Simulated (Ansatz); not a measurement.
# H2ISSi+ (SMILES [SH+]=[SiH]I): a rigid scan of the bond length S1–H4

Aim: the energy along the bond length S1–H4, from CCSD(T) and from cheaper methods, relative to the minimum. No other atom is relaxed.

The runs use Ansatz 0.2.0, Gaussian basis; single points in def2-TZVPP.

Levels: PBE-D4, r2SCAN-D4, PBE0-D4, B3LYP-D4, wB97M-V, Hartree-Fock, MP2, CCSD, CCSD(T). The scan takes 1.108, 1.165, 1.248, 1.345, 1.453, 1.570, 1.693, 1.823, 1.959 Å.

Correlated methods freeze the cores. Filled d shells of the heavier atoms are correlated. Core potentials replace the inner electrons past krypton, and spin-orbit coupling is left out. B3LYP uses VWN-RPA correlation.

37 further runs of the same task are left out: 37 set aside as unsound or not needed.

### Step 1. Starting geometry

The minimum, relaxed at PBE0-D4: SMILES `[SH+]=[SiH]I`, 5 atoms, charge 1, spin multiplicity 1.

Atoms are counted from 1 here; the program's logs count them from 0.

Bond lengths: S1–Si2 2.041 Å, S1–H4 1.351 Å, Si2–I3 2.323 Å, Si2–H5 1.472 Å. Angles: Si2–S1–H4 94.3°, S1–Si2–I3 125.1°, S1–Si2–H5 114.6°, I3–Si2–H5 120.3°.

Coordinates:

```xyz
5
H2ISSi
S    -1.48664    0.47952   -0.49604
Si    0.32405    0.25636    0.41791
I     1.86895   -1.40880   -0.06832
H    -1.32048   -0.58626   -1.30922
H     0.61412    1.25918    1.45566
```

Energies of the minimum (eV), from earlier single points: PBE-D4 -26831.97853, r2SCAN-D4 -26842.54659, PBE0-D4 -26834.18872, B3LYP-D4 -26844.61239, wB97M-V -26839.07617, CCSD(T) -26800.21217.

At the minimum the bond length S1–H4 is 1.351 Å.

### Step 2. S1–H4 = 1.108 Å

The input, ccsdt-tzvpp/in.yaml:

```yaml
crystal:
  periodic: [false, false, false]
  atoms:
    - {symbol: S, position_ang: [-1.486641, 0.479522, -0.496039]}
    - {symbol: Si, position_ang: [0.324050, 0.256363, 0.417915]}
    - {symbol: I, position_ang: [1.868955, -1.408799, -0.068316]}
    - {symbol: H, position_ang: [-1.350354, -0.394665, -1.163036]}
    - {symbol: H, position_ang: [0.614120, 1.259176, 1.455663]}
basis:
  gaussian: {orbitals: def2-TZVPP}
total_charge: 1
correlation: {method: ccsd_t}
```

The command line of these runs was not kept.

Further steps of the session: S1–H4 = 1.165 Å; S1–H4 = 1.248 Å; S1–H4 = 1.345 Å; S1–H4 = 1.453 Å; S1–H4 = 1.570 Å; S1–H4 = 1.693 Å; S1–H4 = 1.823 Å; S1–H4 = 1.959 Å.

Q: Predict the outcome of this session. Wanted: highest point, CCSD(T); lowest point, CCSD(T); minimum along the scan, CCSD(T); RMS deviation from CCSD(T); largest T1 diagnostic.

The runs gave:

| quantity | value |
| --- | --- |
| highest point, CCSD(T) | 43.4 kcal/mol at 1.959 Å |
| lowest point, CCSD(T) | 0.0 kcal/mol at 1.345 Å |
| minimum along the scan, CCSD(T) | 1.346 Å |
| curvature there | 25.5 eV/Å² |
| RMS deviation from CCSD(T) | PBE-D4 2.1, r2SCAN-D4 0.4, PBE0-D4 0.6, B3LYP-D4 0.4, wB97M-V 0.9, Hartree-Fock 4.3, MP2 1.4, CCSD 0.8 kcal/mol |
| largest T1 diagnostic | 0.014 |

A polynomial through the near points puts the CCSD(T) minimum 0.005 Å below the PBE0-D4 value. It is steeper on the short side than on the long one. Curvature against CCSD(T): PBE-D4 -8 %, Hartree-Fock +12 %. The curve of B3LYP-D4 lies nearest to CCSD(T), that of Hartree-Fock farthest. The restricted Hartree–Fock reference is unstable towards an unrestricted one at one or more of these structures.
